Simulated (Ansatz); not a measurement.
**singlet CH2F3Si+: levels of theory compared**

Wanted: a comparison of 6 runs (HF/3-21G, B3LYP/6-31G*, B3LYP/def2-SVP, PBE0/def2-SVP, r2SCAN/def2-SVP) of singlet CH2F3Si+. 

Program for the calculation: Ansatz 0.2.0.

59 further runs of the same task are left out: 59 set aside as unsound or not needed. Runs told in other sessions of the task aren't counted.

## Step 1: The structure to begin with

The species is CH2F3Si+ (7 atoms), meant as a singlet with charge +1. SMILES of the parent species: `[CH2][Si](F)(F)F`. The coordinates come from a PBE0-D4/def2-TZVP relaxation. That shape belongs to the parent species and isn't relaxed for this state.

Bond lengths: C1–Si2 1.812 Å, Si2–F3 1.577 Å, Si2–F4 1.578 Å, Si2–F5 1.577 Å, C1–H6 1.084 Å, C1–H7 1.084 Å. Angles: C1–Si2–F3 111.1°, C1–Si2–F4 112.7°, C1–Si2–F5 111.2°, F3–Si2–F4 106.8°, F3–Si2–F5 108.2°, F4–Si2–F5 106.7°, Si2–C1–H6 122.2°, Si2–C1–H7 122.2°, H6–C1–H7 115.6°.

## Step 2: The energy at HF/3-21G (run 1)

The input, molecule.yaml:

```yaml
basis:
  gaussian:
    orbitals: 3-21G.json
crystal:
  periodic: [false, false, false]
  atoms:
    - {symbol: C, position_ang: [-0.691800, 0.401700, 0.763500]}
    - {symbol: Si, position_ang: [0.442900, -0.260900, -0.483500]}
    - {symbol: F, position_ang: [0.009400, 0.178500, -1.934200]}
    - {symbol: F, position_ang: [0.495400, -1.838000, -0.481100]}
    - {symbol: F, position_ang: [1.916900, 0.241300, -0.236600]}
    - {symbol: H, position_ang: [-1.731100, 0.616200, 0.542200]}
    - {symbol: H, position_ang: [-0.380400, 0.593100, 1.784100]}
total_charge: 1
hamiltonian:
  xc: hf
accuracy: high
output:
  orbitals: {seedname: orbitals}
```

The basis set 3-21G is read from a file made from the Basis Set Exchange's data (not shown).

Run with:

```console
ansatz run molecule.yaml --threads 1 --pin off --max-ram 2610MiB --events-out events.jsonl --progress --plain --runs-dir runs
```

What it wrote:

```text
Warning: RAYON_NUM_THREADS=1 ignored (pool sized by the plan → 1); use --threads N
Functional definition: HF
  name "HF"
  exchange = exact_x
  correlation = 0
1155 factors; integrals over basis functions are off by at most 1.4e-8 eV
mean field evaluation 1: about -16938.0116 eV, gradient 6.3e1 eV
mean field evaluation 2: about -16938.1946 eV, gradient 6.3e1 eV
mean field evaluation 4: about -16944.6861 eV, gradient 2.5e0 eV
mean field evaluation 8: about -16944.7624 eV, gradient 2.2e-1 eV
mean field evaluation 16: about -16944.7627 eV, gradient 1.9e-8 eV
mean field -16944.76267676 eV, -622.7085427982 hartree, gradient 3.3e-8 eV, S^2 0.000000; 0 other end points of the search recorded, 0 dependent functions left out
reference -16944.76267676 eV, -622.7085427982 hartree; 24, 24 occupied and 29, 29 virtual orbitals, 1155 factors
Total energy: -16944.76267676 eV, -622.7085427982 hartree
```

It took 0.6 s on 1 thread of Arm Neoverse V2, shared host; peak memory 0.11 GiB.

## Step 3: The energy at B3LYP/6-31G(d) (spherical functions) (run 2)

The input, job.yaml:

```yaml
basis:
  gaussian:
    orbitals: 6-31G_st_-spherical.json
crystal:
  periodic: [false, false, false]
  atoms:
    - symbol: C
      position_ang: [-0.691800, 0.401700, 0.763500]
    - symbol: Si
      position_ang: [0.442900, -0.260900, -0.483500]
    - symbol: F
      position_ang: [0.009400, 0.178500, -1.934200]
    - symbol: F
      position_ang: [0.495400, -1.838000, -0.481100]
    - symbol: F
      position_ang: [1.916900, 0.241300, -0.236600]
    - symbol: H
      position_ang: [-1.731100, 0.616200, 0.542200]
    - symbol: H
      position_ang: [-0.380400, 0.593100, 1.784100]
total_charge: 1
hamiltonian:
  xc: {name: B3LYP}
accuracy: high
output: {orbitals: {seedname: orbitals}}
```

The basis set 6-31G* is read from a file made from the Basis Set Exchange's data (not shown).

Run with:

```console
ansatz run job.yaml --threads 1 --pin off --max-ram 2610MiB --events-out events.jsonl --progress --plain --runs-dir runs
```

What it wrote:

```text
Warning: RAYON_NUM_THREADS=1 ignored (pool sized by the plan → 1); use --threads N
Functional definition: B3LYP
  name "B3LYP"
  parameter a0 = 0.2
  parameter ax = 0.72
  parameter ac = 0.81
  exchange = (1 - a0 - ax)*slater_x + ax*b88_x + a0*exact_x
  correlation = (1 - ac)*vwn_rpa_c + ac*lyp_c
1716 factors; integrals over basis functions are off by at most 3.9e-9 eV
mean field evaluation 1: about -17079.5407 eV, gradient 8.5e1 eV
mean field evaluation 2: about -17011.0590 eV, gradient 1.9e2 eV
mean field evaluation 4: about -17090.2850 eV, gradient 7.4e0 eV
mean field evaluation 8: about -17090.6016 eV, gradient 8.7e-1 eV
mean field evaluation 16: about -17090.6032 eV, gradient 1.5e-4 eV
mean field -17090.60316333 eV, -628.0680818253 hartree, gradient 6.0e-9 eV, S^2 0.000000; 0 other end points of the search recorded, 0 dependent functions left out
reference -17090.60320014 eV, -628.0680831782 hartree; 24, 24 occupied and 54, 54 virtual orbitals, 1716 factors
Total energy: -17090.60320014 eV, -628.0680831782 hartree
```

Run time: 6.9 s. Hardware: 1 thread of Arm Neoverse V2, shared host; peak memory 0.25 GiB.

Runs 3 to 5 aren't shown in full; the table further down has their settings and results.

## Step 4: A single-point energy at r2SCAN/def2-SVP (run 6)

The input, run.yaml:

```yaml
basis:
  gaussian:
    orbitals: def2-SVP
crystal:
  periodic: [false, false, false]
  atoms:
    - {symbol: C, position_ang: [-0.691800, 0.401700, 0.763500]}
    - {symbol: Si, position_ang: [0.442900, -0.260900, -0.483500]}
    - {symbol: F, position_ang: [0.009400, 0.178500, -1.934200]}
    - {symbol: F, position_ang: [0.495400, -1.838000, -0.481100]}
    - {symbol: F, position_ang: [1.916900, 0.241300, -0.236600]}
    - {symbol: H, position_ang: [-1.731100, 0.616200, 0.542200]}
    - {symbol: H, position_ang: [-0.380400, 0.593100, 1.784100]}
total_charge: 1
output:
  orbitals: {seedname: orbitals}
hamiltonian:
  xc: {name: r2SCAN}
magnetization:
  spin_polarized: false
accuracy: high
```

Run with:

```console
ansatz run run.yaml --threads 1 --pin off --max-ram 2610MiB --events-out events.jsonl --progress --plain --runs-dir runs
```

What it wrote:

```text
Warning: RAYON_NUM_THREADS=1 ignored (pool sized by the plan → 1); use --threads N
Functional definition: r2SCAN
  name "r2SCAN"
  parameter k0 = 0.174
  parameter k1 = 0.065
  parameter a1 = 4.9479
  exchange = r2scan_x(k0 = k0, k1 = k1, a1 = a1)
  correlation = r2scan_c
1745 factors; integrals over basis functions are off by at most 4.0e-9 eV
mean field evaluation 1: about -17064.9099 eV, gradient 8.5e1 eV
mean field evaluation 2: about -16987.0244 eV, gradient 2.1e2 eV
mean field evaluation 4: about -17076.0628 eV, gradient 4.8e0 eV
mean field evaluation 8: about -17076.1282 eV, gradient 3.4e-1 eV
mean field evaluation 16: about -17076.1285 eV, gradient 2.9e-5 eV
mean field -17076.12847353 eV, -627.5361467866 hartree, gradient 1.2e-8 eV, S^2 0.000000; 0 other end points of the search recorded, 0 dependent functions left out
reference -17076.12847416 eV, -627.5361468097 hartree; 24, 24 occupied and 60, 60 virtual orbitals, 1745 factors
Total energy: -17076.12847416 eV, -627.5361468097 hartree
```

Run time: 9.6 s. Hardware: 1 thread of Arm Neoverse V2, shared host; peak memory 0.25 GiB.

## Step 5: All runs side by side

```tsv
run	level	Cartesian functions	energy (Eh)	HOMO energy (eV)	LUMO energy (eV)	HOMO–LUMO gap (eV)	wall time
1	HF/3-21G	no	-622.708543	-22.69	-9.32	13.38	0.6 s
2	B3LYP/6-31G* (spherical functions)	no	-628.068083	-16.94	-13.53	3.42	6.9 s
3	B3LYP/6-31G* (Cartesian functions)	yes	-628.075078	-16.95	-13.53	3.42	7.2 s
4	B3LYP/def2-SVP	no	-627.726819	-17.13	-13.68	3.45	6.6 s
5	PBE0/def2-SVP	no	-627.251820	-17.50	-13.50	4.00	6.3 s
6	r2SCAN/def2-SVP	no	-627.536147	-16.06	-14.20	1.86	9.6 s
```

## Step 6: Summary of results

| quantity | value |
| --- | --- |
| run 6: total energy | -627.53615 Eh |
| run 6: HOMO energy | -16.06 eV |
| run 6: LUMO energy | -14.20 eV |
| run 6: HOMO–LUMO gap | 1.86 eV |

The HOMO–LUMO gap runs from 1.86 eV (r2SCAN/def2-SVP) to 13.38 eV (HF/3-21G). The two ends differ in method and basis. Totals of different functionals can't be ranked against each other. All runs together took 37 s, the longest 9.6 s.
